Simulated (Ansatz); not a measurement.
# WH (doublet): the correlation ladder, def2-TZVPP

An exercise on one series of results from a longer session: the logs are not shown, and one member is left open.

Program: Ansatz 0.2.0, Gaussian basis. Level of theory: def2-TZVPP, core rule «outside noble gas», up to 4 orbitals frozen. These are calculated values, not measurements.

Plan: UHF; ROHF; CCSD(T) on UHF.

**The geometry**

The geometry is a PBE0/def2-TZVP stationary point (not a proven minimum) of the parent state, kept for this charge and spin. No spin-orbit coupling is included. Elements past krypton take def2 core potentials.

2 atoms, charge 0, spin multiplicity 2.

Atoms are counted from 1 here; the program's logs count them from 0.

Bond lengths: W1–H2 1.690 Å.

Set-up of the first run:

Input file in.yaml:

```yaml
crystal:
  periodic: [false, false, false]
  atoms:
    - {symbol: W, position_ang: [0.000000, 0.000000, 0.000000]}
    - {symbol: H, position_ang: [0.000000, 0.000000, 1.689971]}
basis:
  gaussian: {orbitals: def2-TZVPP}
magnetization: {spin_polarized: true, initial_magnetization: 1}
hamiltonian: {xc: hf}
output: {orbitals: {seedname: orbitals}}
```

Command:

```sh
$ ansatz run in.yaml --threads 1 --pin off --events-out ev --progress --plain --max-ram 4096MiB --backend cpu
```

Among the steps run: UHF; ROHF; CCSD(T) on UHF.

One of the session's tables, all rows but one given; the rest of the session is left out.

It belongs to the step «Misses and costs». 

```
  method  from UCCSD(T) (meV)
    ROHF              +6452.0
     UHF              +5029.2
    UMP2              +1587.5
   UCCSD                    ?
UCCSD(T)                    0
```

Q: Estimate the row for UCCSD from the others.

As computed: from UCCSD(T) (meV): +662.2. In the column «from UCCSD(T) (meV)» it lies between UCCSD(T) (0) and UMP2 (+1587.5).

The program flags UCCSD(T) as in doubt (see the logs), so the zero of the table is itself unsure.

To keep in mind: The determinant is far from a pure spin state, so its energy mixes those of several spin states (harmless only where they are near-degenerate, as at dissociation). The program flags UCCSD(T) as in doubt, so the zero of the table is itself unsure.
